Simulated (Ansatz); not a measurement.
# BH5SeSi (SMILES B[Se][SiH3]): single points off equilibrium

The task here is to estimate one member of a computed series from the others.

The runs use Ansatz 0.2.0, Gaussian basis; single points in def2-TZVPP.

Correlated methods freeze the cores. Filled d shells of the heavier atoms are correlated.

## Starting geometry

8 atoms, charge 0, spin multiplicity 1.

Atoms are counted from 1 here; the program's logs count them from 0.

Bond lengths: B1–Se2 1.804 Å, B1–H4 1.317 Å, B1–H5 0.790 Å, Se2–Si3 2.496 Å, Si3–H6 1.552 Å, Si3–H7 1.279 Å, Si3–H8 1.415 Å. Angles: Se2–B1–H4 111.4°, Se2–B1–H5 127.9°, H4–B1–H5 120.3°, B1–Se2–Si3 96.5°, Se2–Si3–H6 98.3°, Se2–Si3–H7 107.2°, Se2–Si3–H8 108.2°, H6–Si3–H7 106.8°, H6–Si3–H8 105.7°, H7–Si3–H8 126.9°.

Coordinates:

```mol
BH5SeSi
  3D, bonds by distance, orders not assigned

  8  7  0  0  0  0  0  0  0  0999 V2000
   -0.9092    1.0698   -1.0223 B   0  0
    0.7265    0.3624   -1.3036 Se  0  0
    0.7799   -1.0482    0.7549 Si  0  0
   -1.3038    1.7903   -2.0519 H   0  0
   -1.3331    1.0608   -0.3560 H   0  0
    1.4017   -0.0067    1.7230 H   0  0
    1.6630   -1.9543    0.5697 H   0  0
   -0.5510   -1.2355    1.1974 H   0  0
  1  2  8  0
  1  4  8  0
  1  5  8  0
  2  3  8  0
  3  6  8  0
  3  7  8  0
  3  8  8  0
M  END
```

Set-up of the first run:

File run/in.yaml:

```yaml
crystal:
  periodic: [false, false, false]
  atoms:
    - {symbol: B, position_ang: [-0.909200, 1.069800, -1.022300]}
    - {symbol: Se, position_ang: [0.726500, 0.362400, -1.303600]}
    - {symbol: Si, position_ang: [0.779900, -1.048200, 0.754900]}
    - {symbol: H, position_ang: [-1.303800, 1.790300, -2.051900]}
    - {symbol: H, position_ang: [-1.333100, 1.060800, -0.356000]}
    - {symbol: H, position_ang: [1.401700, -0.006700, 1.723000]}
    - {symbol: H, position_ang: [1.663000, -1.954300, 0.569700]}
    - {symbol: H, position_ang: [-0.551000, -1.235500, 1.197400]}
basis:
  gaussian: {orbitals: def2-TZVPP}
correlation: {method: ccsd_t}
output: {forces: true}
```

On the command line:

```bash
ansatz run in.yaml --threads 4 --pin off --events-out ev --progress --plain --max-ram 5222MiB
```

Steps of the session up to this table: CCSD(T)/def2-TZVPP; PBE0-D4/def2-TZVPP; wB97M-V/def2-TZVPP; r2SCAN-D4/def2-TZVPP; PBE-D4/def2-TZVPP; BHLYP-D4/def2-TZVPP; B97M-V/def2-TZVPP.

One table of the session follows, with a row left open; its other results are not shown here.

```
   method  RMS force component (eV/Å)  angle to CCSD(T) forces (°)  dipole (D)
  CCSD(T)                       8.945                    reference        2.55
  PBE0-D4                           ?                            ?           ?
  wB97M-V                       8.850                          0.4        2.59
r2SCAN-D4                       8.891                          0.5        2.42
   PBE-D4                       8.855                          0.9        2.31
 BHLYP-D4                       8.866                          0.7        2.58
   B97M-V                       8.783                          0.8        2.38
```

Estimate the missing values for PBE0-D4.

**Answer.** RMS force component (eV/Å): 8.920; angle to CCSD(T) forces (°): 0.5; dipole (D): 2.42. In the column «RMS force component (eV/Å)» it lies between r2SCAN-D4 (8.891) and CCSD(T) (8.945).

Caveats from the session: The reference is not at the basis limit: in triple zeta CCSD(T) underbinds, which counts against methods that bind more; the gaps are no ranking.
